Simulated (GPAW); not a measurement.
MgB in GPAW: the effect of functional

Crystal: MgB.

```
Mg B
1.0
     2.89515    0.00000    0.00000
     0.00000    2.89515    0.00000
     0.00000    0.00000    2.89515
Mg B
1 1
Direct
  0.00000 0.00000 0.00000
  0.50000 0.50000 0.50000
```

The cell was built by a generator and needn't be a form met in nature.

Alike in all runs:

```yaml
Program: GPAW 26.7.0
Task: relaxation of cell and atoms
Cutoff: 800 eV
Basis: pw
k_mesh: 9 × 9 × 9
Occupations: fermi-dirac, width 0.05 eV
Spin: no spin polarisation
```

Each run relaxes the cell or the atoms first.

Task: One run gave: relaxed volume 11.41 Å³/atom. Which functional did it use?
A. LDA
B. r2SCAN
C. revPBE
D. AM05
E. BLYP

Result: A.

```tsv
functional	potentials or basis	relaxed volume (Å³/atom)
LDA	the program's PAW data sets (release 1.2.1) made for this functional	11.41
BLYP	PAW data sets generated in the run's folder for this functional	12.48
AM05	PAW data sets generated in the run's folder for this functional	11.82
RPBE	the program's PAW data sets (release 1.2.1) made for this functional	12.50
r2SCAN	GPAW PAW data sets (gpaw-data 1.2.1)	12.04
PW91	PAW data sets generated in the run's folder for this functional	12.13
PBEsol	PAW data sets generated in the run's folder for this functional	11.86
revPBE	the program's PAW data sets (release 1.2.1) made for this functional	12.43
```

Caveats: later steps reuse the first step's grids; the PAW data sets were made with another functional, which shifts forces and pressure a little (some runs); the relaxation stopped at its first step, so nothing moved (some runs).

Runs at the PBE level aren't shown here.
